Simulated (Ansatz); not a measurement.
# Mg: stress in a strained cell

Mg is deformed so: equal xy, yz and zx engineering shear strains of +1 %. What stress and forces result, by LAPW, PAW and all-electron datasets made for the crystal?

Computed with Ansatz 0.2.0 (DFT PBEsol, scalar-relativistic, unless a step's input says otherwise).

**1. Starting point**

Symmetry: Im-3m, No. 229, cubic system. Conventional cell: a = 2.953 Å, b = 2.953 Å, c = 2.953 Å, α = 90.00°, β = 90.00°, γ = 90.00°. Mg (site symmetry m-3m) has 8 Mg at 2.56 Å as nearest neighbours.

As a file:

```cif
data_structure
_symmetry_space_group_name_H-M 'Im-3m'
_symmetry_Int_Tables_number 229
_cell_length_a 2.9530
_cell_length_b 2.9530
_cell_length_c 2.9530
_cell_angle_alpha 90.000
_cell_angle_beta 90.000
_cell_angle_gamma 90.000
_cell_volume 25.75
loop_
_atom_site_label
_atom_site_type_symbol
_atom_site_symmetry_multiplicity
_atom_site_Wyckoff_symbol
_atom_site_fract_x
_atom_site_fract_y
_atom_site_fract_z
_atom_site_occupancy
Mg1 Mg 2 a 0.00000 0.00000 0.00000 1
```

The file gives the conventional cell by its symmetry; the runs use the cell typed in the input.

**2. The deformed structure**

Space group Im-3m before, R-3m after.

**3. LAPW, all electrons**

Input file input.yaml:

```yaml
crystal:
  lattice:
    - [-1.461735, 1.4765, 1.4765]
    - [1.4765, -1.461735, 1.4765]
    - [1.4765, 1.4765, -1.461735]
  atoms:
    - { symbol: Mg, position: [0.0, 0.0, 0.0] }
kpoints:
  mp_grid: { grid: [16, 16, 16] }
  band_path:
    path:
      - [0.0, 0.0, 0.0]
      - [0.0, 0.0, 0.5]
      - [-0.5, 0.5, 0.5]
      - [-0.7474684983, 0.2525315017, 0.2525315017]
      - [0.2525315017, 0.2525315017, 0.2525315017]
      - [0.0, 0.0, 0.0]
      - [-0.5, 0.0, 0.5]
    npoints: 5
scf:
  occupations: { method: fermi_dirac, width: 0.05 }
hamiltonian:
  xc: pbesol
  pseudopotentials: { kind: all_electron, lapw: { basis_error: 0.00025 } }
output:
  forces: true
  stress: true
  eigenvalues: true
```

The run is started by

```
ansatz run input.yaml --threads 1 --pin off --max-ram 3072MiB --backend cpu --events-out ev --progress --plain --runs-dir out
```

**4. PAW with frozen cores**

Input file input.yaml:

```yaml
crystal:
  lattice:
    - [-1.461735, 1.4765, 1.4765]
    - [1.4765, -1.461735, 1.4765]
    - [1.4765, 1.4765, -1.461735]
  atoms:
    - { symbol: Mg, position: [0.0, 0.0, 0.0] }
kpoints:
  mp_grid: { grid: [16, 16, 16] }
scf:
  occupations: { method: fermi_dirac, width: 0.05 }
hamiltonian:
  xc: pbesol
  pseudopotentials: { kind: paw }
output:
  forces: true
  stress: true
  eigenvalues: true
  efg: { contact_densities: true }
```

**5. All-electron PAW on datasets made for the crystal**

input.yaml: that of step 4 with these lines changed.

```diff
@@ -13,3 +13,3 @@
   xc: pbesol
-  pseudopotentials: { kind: paw }
+  pseudopotentials: { kind: all_electron, datasets: crystal }
 output:
```

(Steps that only read results are left out.)

Before running it: what results should come out? Wanted: pressure; largest shear or deviatoric stress.

**Answer**, as computed:

```
                                 quantity                                              value
                                 pressure  LAPW 60.11, PAW 60.12, crystal datasets 60.11 GPa
largest shear or deviatoric stress (LAPW)                                           1.16 GPa
```

The largest part of the stress beyond the pressure is 1.16 GPa in size. No run of the undeformed cell stands beside it, so the pressure holds what the given cell had before the change. PAW: stress within 0.01 GPa of LAPW. Crystal datasets: stress within 0.01 GPa of LAPW.
